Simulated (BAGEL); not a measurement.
# CH3BrGe (SMILES [CH3][Ge][Br]) at 3 levels

Wanted: a comparison of 3 runs (HF/STO-3G, HF/3-21G, HF/cc-pVDZ) of CH3BrGe. 

The calculation is run with BAGEL 1.2.2.

## 1. The structure to begin with

CH3BrGe has 6 atoms, charge 0, and is taken as a singlet. As SMILES, `[CH3][Ge][Br]`. The C1–H5 distance was set to 1.420 Å, away from the relaxed value.

Bond lengths: C1–Ge2 1.985 Å, Ge2–Br3 2.358 Å, C1–H4 1.094 Å, C1–H6 1.094 Å. Angles: C1–Ge2–Br3 96.4°, Ge2–C1–H4 109.5°, Ge2–C1–H6 109.9°, H4–C1–H6 107.2°. A long bond or contact: C1–H5 1.420 Å.

## 2. A single-point energy at HF/STO-3G (density fitting with qzvpp-jkfit) (run 1)

File input.json:

```json
{ "bagel" : [

{
  "title" : "molecule",
  "basis" : "sto-3g",
  "df_basis" : "qzvpp-jkfit",
  "angstrom" : "true",
  "geometry" : [
    { "atom" : "C", "xyz" : [      -0.174961,       0.194453,      -0.311831 ] },
    { "atom" : "Ge", "xyz" : [       0.423439,      -0.560847,       1.423469 ] },
    { "atom" : "Br", "xyz" : [       2.137039,      -1.919647,       0.542669 ] },
    { "atom" : "H", "xyz" : [       0.654239,       0.731653,      -0.782331 ] },
    { "atom" : "H", "xyz" : [      -1.269700,       1.080800,      -0.133600 ] },
    { "atom" : "H", "xyz" : [      -0.464661,      -0.613147,      -0.990331 ] }
  ]
},

{
  "title" : "hf"
},

{
  "title" : "print",
  "file" : "orbitals.molden",
  "orbitals" : "true"
}

]}
```

Started as:

```sh
$ BAGEL_NUM_THREADS=1 BAGEL input.json > input.out
```

The program printed:

```text
* using 1 threads per process

  ===============================================================
  ===============================================================

  *** Geometry ***

  { "atom" : "C", "xyz" : [     -0.330628,      0.367463,     -0.589275 ] },
  { "atom" : "Ge", "xyz" : [      0.800184,     -1.059847,      2.689967 ] },
  { "atom" : "Br", "xyz" : [      4.038418,     -3.627607,      1.025496 ] },
  { "atom" : "H", "xyz" : [      1.236333,      1.382624,     -1.478391 ] },
  { "atom" : "H", "xyz" : [     -2.399385,      2.042416,     -0.252467 ] },
  { "atom" : "H", "xyz" : [     -0.878082,     -1.158680,     -1.871454 ] },

  Number of auxiliary basis functions:      661

  Since a DF basis is specified, we compute 2- and 3-index integrals:
    o Being stored without compression. Storage requirement is 0.010 GB

  Number of basis functions:       44
  Number of electrons      :       76

    * METHOD: MOLECULE                             0.30

  *** RHF ***

  === Nuclear Repulsion ===
   380.0714097939

      * DIIS with orbital gradients will be used.

  === RHF iteration (sto-3g) ===
      0      -4635.49646603          0.00513453           0.07
      1      -4635.53012031          0.00114714           0.06
      2      -4635.53150356          0.00033927           0.06
      3      -4635.53166714          0.00008234           0.06
      4      -4635.53167613          0.00003248           0.06
      5      -4635.53167810          0.00000577           0.06
      6      -4635.53167817          0.00000169           0.06
      7      -4635.53167817          0.00000042           0.06
      8      -4635.53167817          0.00000014           0.06
      9      -4635.53167817          0.00000005           0.06
     10      -4635.53167817          0.00000001           0.06
     11      -4635.53167817          0.00000000           0.06
    * SCF iteration converged.

    * Permanent dipole moment:
           (    0.654891,    -0.550671,    -0.120622) a.u.

    * METHOD: HF                                   0.95

    * METHOD: PRINT                                0.00

  ===============================================================
```

It took 1.4 s on 1 thread of Arm Neoverse V2, shared host.

## 3. The energy at HF/3-21G (density fitting with qzvpp-jkfit) (run 2)

File job.json:

```json
{ "bagel" : [

{
  "title" : "molecule",
  "basis" : "3-21g",
  "df_basis" : "qzvpp-jkfit",
  "angstrom" : true,
  "geometry" : [
    { "atom" : "C", "xyz" : [      -0.174961,       0.194453,      -0.311831 ] },
    { "atom" : "Ge", "xyz" : [       0.423439,      -0.560847,       1.423469 ] },
    { "atom" : "Br", "xyz" : [       2.137039,      -1.919647,       0.542669 ] },
    { "atom" : "H", "xyz" : [       0.654239,       0.731653,      -0.782331 ] },
    { "atom" : "H", "xyz" : [      -1.269700,       1.080800,      -0.133600 ] },
    { "atom" : "H", "xyz" : [      -0.464661,      -0.613147,      -0.990331 ] }
  ]
},

{
  "title" : "hf"
},

{
  "title" : "print",
  "file" : "orbitals.molden",
  "orbitals" : true
}

]}
```

Started as:

```sh
$ BAGEL_NUM_THREADS=1 BAGEL job.json > job.out
```

The program printed:

```text
* using 1 threads per process

  ===============================================================
  ===============================================================

  *** Geometry ***

  { "atom" : "C", "xyz" : [     -0.330628,      0.367463,     -0.589275 ] },
  { "atom" : "Ge", "xyz" : [      0.800184,     -1.059847,      2.689967 ] },
  { "atom" : "Br", "xyz" : [      4.038418,     -3.627607,      1.025496 ] },
  { "atom" : "H", "xyz" : [      1.236333,      1.382624,     -1.478391 ] },
  { "atom" : "H", "xyz" : [     -2.399385,      2.042416,     -0.252467 ] },
  { "atom" : "H", "xyz" : [     -0.878082,     -1.158680,     -1.871454 ] },

  Number of auxiliary basis functions:      661

  Since a DF basis is specified, we compute 2- and 3-index integrals:
    o Being stored without compression. Storage requirement is 0.018 GB

  Number of basis functions:       59
  Number of electrons      :       76

    * METHOD: MOLECULE                             0.30

  *** RHF ***

  === Nuclear Repulsion ===
   380.0714097939

      * DIIS with orbital gradients will be used.

  === RHF iteration (3-21g) ===
      0      -4664.71070370          0.01180305           0.09
      1      -4664.76563463          0.00476149           0.09
      2      -4664.77416276          0.00094134           0.09
      3      -4664.77473655          0.00021329           0.09
      4      -4664.77477301          0.00006457           0.09
      5      -4664.77477928          0.00001346           0.09
      6      -4664.77477953          0.00000393           0.09
      7      -4664.77477956          0.00000072           0.09
      8      -4664.77477956          0.00000022           0.09
      9      -4664.77477956          0.00000006           0.09
     10      -4664.77477956          0.00000002           0.09
     11      -4664.77477956          0.00000001           0.09
    * SCF iteration converged.

    * Permanent dipole moment:
           (    0.843937,    -0.727710,    -0.026029) a.u.

    * METHOD: HF                                   1.32

    * METHOD: PRINT                                0.01

  ===============================================================
```

It took 1.8 s on 1 thread of Arm Neoverse V2, shared host.

## 4. A single-point energy at HF/cc-pVDZ (density fitting with qzvpp-jkfit) (run 3)

File input.json:

```json
{ "bagel": [

{
  "title": "molecule",
  "basis": "cc-pvdz.json",
  "df_basis": "qzvpp-jkfit",
  "angstrom": true,
  "geometry": [
    { "atom": "C", "xyz": [      -0.174961,       0.194453,      -0.311831 ] },
    { "atom": "Ge", "xyz": [       0.423439,      -0.560847,       1.423469 ] },
    { "atom": "Br", "xyz": [       2.137039,      -1.919647,       0.542669 ] },
    { "atom": "H", "xyz": [       0.654239,       0.731653,      -0.782331 ] },
    { "atom": "H", "xyz": [      -1.269700,       1.080800,      -0.133600 ] },
    { "atom": "H", "xyz": [      -0.464661,      -0.613147,      -0.990331 ] }
  ]
},

{
  "title": "hf"
},

{
  "title": "print",
  "file": "orbitals.molden",
  "orbitals": true
}

]}
```

The basis set cc-pVDZ is read from a file made from the Basis Set Exchange's data (not shown).

Started as:

```sh
$ BAGEL_NUM_THREADS=1 BAGEL input.json > input.out
```

The program printed:

```text
* using 1 threads per process

  ===============================================================
  ===============================================================

  *** Geometry ***

  { "atom" : "C", "xyz" : [     -0.330628,      0.367463,     -0.589275 ] },
  { "atom" : "Ge", "xyz" : [      0.800184,     -1.059847,      2.689967 ] },
  { "atom" : "Br", "xyz" : [      4.038418,     -3.627607,      1.025496 ] },
  { "atom" : "H", "xyz" : [      1.236333,      1.382624,     -1.478391 ] },
  { "atom" : "H", "xyz" : [     -2.399385,      2.042416,     -0.252467 ] },
  { "atom" : "H", "xyz" : [     -0.878082,     -1.158680,     -1.871454 ] },

  Number of auxiliary basis functions:      661

  Since a DF basis is specified, we compute 2- and 3-index integrals:
    o Being stored without compression. Storage requirement is 0.036 GB

  Number of basis functions:       83
  Number of electrons      :       76

    * METHOD: MOLECULE                             0.40

  *** RHF ***

  === Nuclear Repulsion ===
   380.0714097939

      * DIIS with orbital gradients will be used.

  === RHF iteration (cc-pvdz.json) ===
      0      -4687.21076056          0.01152074           0.14
      1      -4687.30230307          0.00641628           0.13
      2      -4687.32673060          0.00112530           0.13
      3      -4687.32843044          0.00025986           0.13
      4      -4687.32850751          0.00008021           0.13
      5      -4687.32851989          0.00002670           0.13
      6      -4687.32852101          0.00000600           0.13
      7      -4687.32852109          0.00000216           0.13
      8      -4687.32852110          0.00000088           0.13
      9      -4687.32852110          0.00000027           0.13
     10      -4687.32852110          0.00000007           0.13
     11      -4687.32852110          0.00000002           0.13
     12      -4687.32852110          0.00000001           0.13
     13      -4687.32852110          0.00000000           0.13
    * SCF iteration converged.

    * Permanent dipole moment:
           (    0.687197,    -0.597511,     0.007641) a.u.

    * METHOD: HF                                   2.17

    * METHOD: PRINT                                0.01

  ===============================================================
```

It took 2.7 s on 1 thread of Arm Neoverse V2, shared host; peak memory 0.17 GiB.

## 5. All runs side by side

```
run                                          level   energy (Eh)  dipole moment (D)  HOMO energy (eV)  LUMO energy (eV)  wall time
  1   HF/STO-3G (density fitting with qzvpp-jkfit)  -4635.531678               2.20             -6.46              4.05      1.4 s
  2    HF/3-21G (density fitting with qzvpp-jkfit)  -4664.774780               2.83             -9.04              0.21      1.8 s
  3  HF/cc-pVDZ (density fitting with qzvpp-jkfit)  -4687.328521               2.31             -9.20              0.31      2.7 s
```

## 6. Summary of results

| quantity | value |
| --- | --- |
| run 3: total energy | -4687.32852 Eh |
| run 3: dipole moment | 2.31 D |
| run 3: HOMO energy | -9.20 eV |
| run 3: LUMO energy | 0.31 eV |
| run 3: HOMO–LUMO gap | 9.51 eV |

In words: The dipole moment (its size) runs from 2.20 D (HF/STO-3G) to 2.83 D (HF/3-21G). The HOMO–LUMO gap runs from 9.25 eV (HF/3-21G) to 10.51 eV (HF/STO-3G). In run 1 the basis is minimal, so the values are rough. All runs together took 5.9 s, the longest 2.7 s.
